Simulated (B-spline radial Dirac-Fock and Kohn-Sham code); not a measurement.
# Elastic scattering of positrons by Li

Aim: how strongly Li scatters positrons elastically, and to which angles, at 4 energies.

Program: B-spline radial Dirac-Fock and Kohn-Sham code, version 3. Model: Dirac partial waves in the static field of the Dirac-Fock density, no polarisation or absorption. All values are calculated, but those marked as tabulated.

### 1 What is computed

Atomic lithium in the configuration [He] 2s1.

* nuclear charge: 3
* electrons: 3
* mass number: 7
* nuclear rms radius: 2.444 fm

Outer shells as boxes (Hund's rule, for the drawing alone; heavy ions are jj-coupled, and the calculation averages over the configuration):

```
[He] core
2s [↑ ]
```

### 2 141.0 eV

Recorded inputs:

```ini
task = elastic
Z = 3
charge = 0
configuration = 1s2 2s1
mass_number = 7
rms_radius = 2.444  # fm
projectile = positron
energy = 141.0  # eV
theta = [0, 1, 2, 3, 5, 7, 10, 15, 20, 25, 30, 40, 50, 60, 70, 80, 90, 100, 110, 120, 130, 140, 150, 160, 170, 180]  # deg
```

From the run's result record (rounded, not every field):

```text
{
  "status": "converged",
  "sigma [bohr^2]": 4.959,
  "transport1 [bohr^2]": 0.4544,
  "transport2 [bohr^2]": 0.9307,
  "backward [bohr^2]": 0.08627,
  "dcs [bohr^2/sr]": [32.42, 32.09, 31.13, 29.62, 25.35, 20.33, 13.29, 5.74, 2.481, 1.19, 0.6466, 0.2549, 0.1285, 0.07511, 0.04844, 0.03357, 0.02462, 0.01893, 0.01516, 0.01259, 0.01081, 0.009568, 0.008717, 0.008163, 0.007851, 0.00775],
  "sherman": [0.0, 1.174e-07, 2.377e-07, 3.638e-07, 6.452e-07, 9.854e-07, 1.659e-06, 3.387e-06, 5.995e-06, 9.384e-06, 1.338e-05, 2.275e-05, 3.318e-05, 4.348e-05, 5.261e-05, 5.98e-05, 6.449e-05, 6.643e-05, 6.554e-05, 6.191e-05, 5.576e-05, 4.741e-05, 3.722e-05, 2.557e-05, 1.301e-05, 0.0],
  "phases_minus [rad]": [-1.054, -0.5819, -0.3875, -0.2802, -0.2095],
  "phases_plus [rad]": [0.0, -0.582, -0.3875, -0.2803, -0.2095],
  "partial_waves": 52
}
```

### 3 2440 eV

Recorded inputs:

```ini
task = elastic
projectile = positron
energy = 2440.0  # eV
theta = [0, 1, 2, 3, 5, 7, 10, 15, 20, 25, 30, 40, 50, 60, 70, 80, 90, 100, 110, 120, 130, 140, 150, 160, 170, 180]  # deg
```

From the run's result record (rounded, not every field):

```text
{
  "status": "converged",
  "sigma [bohr^2]": 0.3903,
  "transport1 [bohr^2]": 0.006895,
  "transport2 [bohr^2]": 0.01603,
  "backward [bohr^2]": 0.0008147,
  "dcs [bohr^2/sr]": [38.28, 32.51, 20.81, 11.18, 2.953, 1.002, 0.3315, 0.1026, 0.04364, 0.02149, 0.01167, 0.004262, 0.001919, 0.001004, 0.0005875, 0.0003755, 0.0002577, 0.0001877, 0.0001438, 0.0001153, 9.621e-05, 8.329e-05, 7.463e-05, 6.909e-05, 6.599e-05, 6.5e-05],
  "sherman": [0.0, 1.849e-07, 4.511e-07, 8.865e-07, 2.57e-06, 5.488e-06, 1.184e-05, 2.679e-05, 4.675e-05, 7.144e-05, 0.0001003, 0.0001674, 0.0002423, 0.0003188, 0.0003908, 0.0004527, 0.0004994, 0.0005267, 0.0005319, 0.0005136, 0.0004717, 0.0004078, 0.0003244, 0.0002254, 0.0001154, 0.0],
  "phases_minus [rad]": [-0.6083, -0.3999, -0.3012, -0.2408, -0.1998],
  "phases_plus [rad]": [0.0, -0.4006, -0.3015, -0.241, -0.1999],
  "partial_waves": 183
}
```

### 4 4690 eV

Recorded inputs:

```ini
task = elastic
projectile = positron
energy = 4690.0  # eV
theta = [0, 1, 2, 3, 5, 7, 10, 15, 20, 25, 30, 40, 50, 60, 70, 80, 90, 100, 110, 120, 130, 140, 150, 160, 170, 180]  # deg
```

From the run's result record (rounded, not every field):

```text
{
  "status": "converged",
  "sigma [bohr^2]": 0.2078,
  "transport1 [bohr^2]": 0.002239,
  "transport2 [bohr^2]": 0.005378,
  "backward [bohr^2]": 0.0002287,
  "dcs [bohr^2/sr]": [38.92, 28.62, 13.23, 5.193, 1.06, 0.3732, 0.1332, 0.04007, 0.0157, 0.007213, 0.003728, 0.001285, 0.0005621, 0.0002894, 0.0001677, 0.0001065, 7.277e-05, 5.283e-05, 4.039e-05, 3.231e-05, 2.692e-05, 2.328e-05, 2.084e-05, 1.928e-05, 1.841e-05, 1.814e-05],
  "sherman": [0.0, 1.783e-07, 5.018e-07, 1.124e-06, 3.557e-06, 7.434e-06, 1.551e-05, 3.486e-05, 6.18e-05, 9.596e-05, 0.0001367, 0.0002345, 0.0003475, 0.0004661, 0.0005804, 0.0006807, 0.0007582, 0.0008059, 0.0008191, 0.0007949, 0.0007332, 0.000636, 0.0005073, 0.0003531, 0.0001811, 0.0],
  "phases_minus [rad]": [-0.4981, -0.3422, -0.2666, -0.2188, -0.1851],
  "phases_plus [rad]": [0.0, -0.3431, -0.2671, -0.2191, -0.1854],
  "partial_waves": 247
}
```

### 5 70700 eV

The run's settings:

```ini
task = elastic
projectile = positron
energy = 70700.0  # eV
theta = [0, 1, 2, 3, 5, 7, 10, 15, 20, 25, 30, 40, 50, 60, 70, 80, 90, 100, 110, 120, 130, 140, 150, 160, 170, 180]  # deg
```

From the run's result record (rounded, not every field):

```text
{
  "status": "converged",
  "sigma [bohr^2]": 0.01678,
  "transport1 [bohr^2]": 1.751e-05,
  "transport2 [bohr^2]": 4.627e-05,
  "backward [bohr^2]": 9.94e-07,
  "dcs [bohr^2/sr]": [49.93, 2.81, 0.3291, 0.103, 0.02046, 0.006131, 0.001573, 0.0003197, 0.0001022, 4.221e-05, 2.055e-05, 6.655e-06, 2.812e-06, 1.411e-06, 7.99e-07, 4.962e-07, 3.318e-07, 2.357e-07, 1.763e-07, 1.383e-07, 1.132e-07, 9.634e-08, 8.51e-08, 7.804e-08, 7.411e-08, 7.169e-08],
  "sherman": [0.0, 1.924e-07, 9.468e-07, 2.207e-06, 6.732e-06, 1.452e-05, 3.374e-05, 8.818e-05, 0.0001732, 0.0002923, 0.0004403, 0.0008262, 0.001298, 0.001823, 0.002371, 0.002885, 0.003311, 0.00363, 0.003807, 0.003786, 0.003561, 0.003157, 0.002565, 0.001798, 0.0009257, 0.0],
  "phases_minus [rad]": [-0.203, -0.1589, -0.1366, -0.1217, -0.1106],
  "phases_plus [rad]": [0.0, -0.1628, -0.1388, -0.1233, -0.1118],
  "partial_waves": 890
}
```

### 6 Collected

| energy (eV) | σ (bohr²) | first transport (bohr²) | σ / transport | backward share (%) | partial waves |
| --- | --- | --- | --- | --- | --- |
| 141.0 | 4.96 | 0.454 | 10.9 | 1.74 | 52 |
| 2440 | 0.390 | 0.00690 | 56.6 | 0.209 | 183 |
| 4690 | 0.208 | 0.00224 | 92.8 | 0.110 | 247 |
| 70700 | 0.0168 | 1.75e-05 | 959 | 0.00592 | 890 |

### 7 Outcome

| quantity | value |
| --- | --- |
| σ at 141.0 and 70700 eV | 4.96 and 0.0168 bohr² |
| backward share there | 1.74 and 0.00592 % |
| largest Sherman function | 0.004 at 110°, 70700 eV |

**Reading.** The ratio of σ to the transport cross section, the collisions needed for the positron to lose its direction, goes from 11 at 141.0 eV to 960 at 70700 eV. The angular distributions show no deep diffraction minima on this grid. Spin polarisation by scattering stays small. Under about 200 eV a static field without polarisation is a poor model.
